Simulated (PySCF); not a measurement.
# C3H6Cl2Si: the cost of one run

Computed with PySCF 2.14.0, with density-fitted response routines of our own, on a single molecule in the gas phase. Atoms are numbered from 0 throughout.

### Step 1. The molecule as given

12 atoms, charge 0, multiplicity 1; geometry from: GFN2-xTB. The atoms were then displaced at random by about 0.01 Å, so the start is not that level's minimum.

Bonds of the start (Å): C0–C1 1.33, C1–C2 1.49, C2–Cl3 1.80, C2–Si4 1.91, Si4–Cl5 2.02, C0–H6 1.09, C0–H7 1.08, C1–H8 1.06, C2–H9 1.11, Si4–H10 1.44, Si4–H11 1.46.

### Step 2. Geometry optimisation at PBE0-D3(BJ)/def2-SVP

What the job is given:

```
{"job": {"xc": "PBE0", "basis": "def2-SVP", "d3": "d3bj", "grid": 1, "shake": 0.01, "kind": "geom"}, "charge": 0, "multiplicity": 1}
C      1.997060     0.581900     0.004910
C      1.020140    -0.261350    -0.309600
C     -0.181250    -0.518560     0.534890
Cl    -0.313430    -2.291800     0.788710
Si    -1.806710     0.085140    -0.260530
Cl    -1.649500     2.084880    -0.496030
H      1.966400     1.163420     0.922710
H      2.821650     0.803720    -0.662380
H      1.059060    -0.807100    -1.215120
H     -0.016520    -0.096250     1.549240
H     -1.969120    -0.555710    -1.539210
H     -2.888090    -0.216550     0.673380
```

On the command line:

```console
$ OMP_NUM_THREADS=1 python probes_run.py task.json out
```

One launch serves the whole session: the jobs run in the order shown.

**Question.** How long does this first job take on 1 thread of Arm Neoverse V1, shared host, and how much memory does it need?

About 43 s, with a peak of 0.54 GiB.
